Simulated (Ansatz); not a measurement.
# CH₅ClOSi: up Jacob's ladder to CCSD(T)

Aim: compute CH₅ClOSi with functionals from several rungs and with coupled cluster, and see how far each lands from CCSD(T) at the basis-set limit for the atomisation energy.

Computed with Ansatz 0.2.0, Gaussian basis. Level: functionals in def2-TZVPP, the program's frozen cores in correlated methods.

Levels to be run: LDA (SPW92), PBE-D4, revPBE-D4, BLYP-D4, r2SCAN-D4, B97M-V, PBE0-D4, B3LYP-D4, r2SCANh-D4, r2SCAN0-D4, HSE06-D4, BHLYP-D4, CAM-B3LYP-D4, LC-ωPBE, ωB97X-V, ωB97M-V, B2PLYP, PBE-QIDH; CCSD(T)/def2-SVP; CCSD(T)/def2-TZVPP; CCSD(T)/def2-QZVPP; extrapolation to the limit; RPA on PBE.

## 1. Structure used throughout

The geometry comes from an earlier relaxation with PBE0-D4 in a triple-zeta def2 set; it is a stationary point, not always the lowest conformer.

SMILES `C[SiH](O)Cl`, 9 atoms, charge 0, spin multiplicity 1.

Atoms are counted from 1 here; the program's logs count them from 0.

Bond lengths: C1–Si2 1.852 Å, C1–H5 1.092 Å, C1–H6 1.093 Å, C1–H7 1.093 Å, Si2–O3 1.636 Å, Si2–Cl4 2.066 Å, Si2–H8 1.477 Å, O3–H9 0.958 Å. Angles: Si2–C1–H5 110.4°, Si2–C1–H6 110.2°, Si2–C1–H7 111.1°, H5–C1–H6 108.5°, H5–C1–H7 108.0°, H6–C1–H7 108.5°, C1–Si2–O3 113.3°, C1–Si2–Cl4 107.5°, C1–Si2–H8 112.9°, O3–Si2–Cl4 109.8°, O3–Si2–H8 105.4°, Cl4–Si2–H8 107.8°, Si2–O3–H9 118.5°.

Coordinates:

```xyz
9
CH5ClOSi
C    -0.6415    0.9017   -0.4093
Si    0.0274   -0.6878    0.2661
O     1.3525   -0.4849    1.2046
Cl    0.4868   -1.9014   -1.3410
H    -1.5410    0.7164   -1.0009
H    -0.8971    1.5812    0.4078
H     0.0906    1.3942   -1.0541
H    -0.9453   -1.4081    1.1119
H     2.1561   -0.1577    0.7977
```

## 2. LDA

This LDA is Slater exchange with PW92 correlation.

Contents of in.yaml:

```yaml
crystal:
  periodic: [false, false, false]
  atoms:
    - {symbol: C, position_ang: [-0.641459, 0.901711, -0.409340]}
    - {symbol: Si, position_ang: [0.027384, -0.687839, 0.266065]}
    - {symbol: O, position_ang: [1.352546, -0.484889, 1.204595]}
    - {symbol: Cl, position_ang: [0.486826, -1.901393, -1.340958]}
    - {symbol: H, position_ang: [-1.541036, 0.716423, -1.000898]}
    - {symbol: H, position_ang: [-0.897052, 1.581224, 0.407780]}
    - {symbol: H, position_ang: [0.090576, 1.394225, -1.054070]}
    - {symbol: H, position_ang: [-0.945308, -1.408080, 1.111939]}
    - {symbol: H, position_ang: [2.156123, -0.157683, 0.797685]}
basis:
  gaussian: {orbitals: def2-TZVPP}
hamiltonian: {xc: lda}
output: {orbitals: {seedname: orbitals}}
```

The run is started by

```bash
> ansatz run in.yaml --threads 2 --pin off --events-out ev --progress --plain --max-ram 32768MiB --backend cpu
```

After this run come: PBE-D4 (GGA); revPBE-D4 (GGA); BLYP-D4 (GGA); r2SCAN-D4 (meta-GGA); B97M-V (meta-GGA); B3LYP-D4 (hybrid); r2SCANh-D4 (hybrid); r2SCAN0-D4 (hybrid); HSE06-D4 (hybrid); BHLYP-D4 (hybrid); CAM-B3LYP-D4 (range-separated); LC-ωPBE (range-separated); ωB97X-V (range-separated); ωB97M-V (range-separated); B2PLYP (double hybrid); PBE-QIDH (double hybrid); CCSD(T) in def2-SVP; CCSD(T) in def2-TZVPP; CCSD(T) in def2-QZVPP; RPA on PBE orbitals.

**Question.** What will the summary of the whole plan be? Wanted: atomisation energy, CCSD(T)/CBS; farthest beyond LDA; mean size of error, GGA; mean size of error, meta-GGA; mean size of error, hybrid; mean size of error, range-separated; mean size of error, double hybrid; gap, smallest and largest; T1 diagnostic.

As calculated:

```
                               quantity                                                      value
        atomisation energy, CCSD(T)/CBS                                                  34.318 eV
    functionals within 0.172 eV (0.5 %)  PBE-D4, r2SCAN-D4, B97M-V, CAM-B3LYP-D4, ωB97X-V, ωB97M-V
                    farthest beyond LDA                                       BHLYP-D4 (-1.063 eV)
                mean size of error, GGA                                                   0.414 eV
           mean size of error, meta-GGA                                                   0.027 eV
             mean size of error, hybrid                                                   0.453 eV
    mean size of error, range-separated                                                   0.141 eV
      mean size of error, double hybrid                                                   0.472 eV
              gap, smallest and largest                      6.84 eV (BLYP-D4), 14.14 eV (LC-ωPBE)
                          T1 diagnostic                                                     0.0097
triples share of the correlation energy                                                      3.6 %
```

In words: LDA overbinds by 4.221 eV (12 %). PBE-D4 misses by +0.095 eV. Double hybrids carry the basis error of their MP2 part in triple zeta, and no dispersion term here, so their miss is partly the set-up's. The rungs meta-GGA, range-separated miss on average by less than the doubt on the reference (0.172 eV), so they tie. Misses under about 0.172 eV are within the doubt on the reference itself, which lacks core-valence correlation, relativity and higher excitations. Hartree-Fock recovers 74 % of the binding; the rest is correlation. CCSD(T) in def2-SVP is off by -2.496 eV, which most functionals beat. Orbital gaps span 6.8 to 14.1 eV; exact exchange widens them.
